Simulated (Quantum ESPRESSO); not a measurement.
Crystal: CdInS2.

```
In Cd S
1.0
     3.86950    0.00000    0.00000
    -1.93475    3.35108    0.00000
     0.00000    0.00000    6.81053
In Cd S
1 1 2
Direct
  0.00000 0.00000 0.50000
  0.00000 0.00000 0.00000
  0.33333 0.66667 0.24495
  0.66667 0.33333 0.75505
```

The cell comes from a database or a generator and needn't be the stable form of this composition.

```yaml
Program: Quantum ESPRESSO 7.5
Task: single point
Functional: PBE
Potentials_or_basis: SSSP 1.3 efficiency PBE
Cutoff: 816 eV
Density_cutoff: 6531 eV
k_mesh: 8 × 8 × 4
Occupations: fermi-dirac, width 0.05 eV
Spin: no spin polarisation
```

On this cell: pressure -0.1 GPa; largest force 0.046 eV/Å; band gap on the k mesh none (metal or under the smearing width).

The same run follows on a disturbed copy (atoms moved at random, drawn with an rms of 0.05 Å):

```
CELL_PARAMETERS angstrom
3.86950 0.00000 0.00000
-1.93475 3.35108 0.00000
0.00000 0.00000 6.81053
ATOMIC_POSITIONS crystal
In 0.01059 0.00966 0.50159
Cd 0.99674 0.99909 0.99975
S 0.34630 0.68910 0.24520
S 0.67557 0.33314 0.75305
```

Problem. What does the disturbed cell give?

Solution. The energy (extrapolated to zero smearing) moves by +1.6 meV/atom; pressure 0.0 GPa; largest force 0.117 eV/Å; band gap on the k mesh none (metal or under the smearing width).

Forces in eV/Å, atoms in the order of the input:
```
In   0.007  0.013 -0.102
Cd   0.049  0.049  0.055
S   -0.010 -0.099 -0.054
S   -0.045  0.037  0.101
```

Stress tensor (GPa, compression positive):
```
-0.07 -0.01 -0.10
-0.01 -0.16  0.19
-0.10  0.19  0.09
```
